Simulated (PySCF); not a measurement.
# C4H9Al: the cost of one run

Programs: PySCF 2.14.0, with density-fitted response routines of our own. Each step states its level of theory. These are calculated values for one molecule in the gas phase, unless marked as measured. Atoms count from 0, in the outputs and in this text.

**1. The molecule as given**

14 atoms, charge 0, multiplicity 1; geometry from: GFN2-xTB.

Bonds of the start (Å): C0–C1 1.51, C1–C2 1.49, C2–C3 1.53, C3–Al4 1.98, C3–C1 1.52, C0–H5 1.09, C0–H6 1.10, C0–H7 1.09, C1–H8 1.09, C2–H9 1.08, C2–H10 1.09, C3–H11 1.09, Al4–H12 1.55, Al4–H13 1.56.

**2. Excited states and response: CAM-B3LYP/def2-SVPD**

Job settings and geometry (Å):

```
{"job": {"kind": "uv", "xc": "CAM-B3LYP", "basis": "def2-SVPD", "nstates": 8, "ntriplets": 3}, "charge": 0, "multiplicity": 1}
C     -1.236298    -0.732070    -0.265392
C     -0.828781     0.122541     0.905852
C     -0.089336     1.383712     0.640384
C      0.641741     0.201381     1.270997
Al     1.814430    -0.616988    -0.099442
H     -2.125745    -0.337830    -0.755803
H     -0.417895    -0.752943    -0.998816
H     -1.437110    -1.755925     0.048643
H     -1.547947     0.124947     1.718477
H     -0.297151     2.257849     1.240362
H      0.130880     1.610363    -0.400084
H      0.819255     0.323545     2.340412
H      2.511388    -1.993557     0.034519
H      2.061891     0.164502    -1.422249
```

With the program's defaults for keys left out, this is: TDDFT CAM-B3LYP/def2-SVPD, vertical, gas phase, core orbitals frozen in the response.

The run is started by

```console
$ OMP_NUM_THREADS=1 python probes_run.py task.json out
```

The driver reads the jobs from task.json and runs them one after another.

**Question.** How long does this first job take on 1 thread of Arm Neoverse N1, shared host, and how much memory does it need?

About 41 s, with a peak of 0.76 GiB.
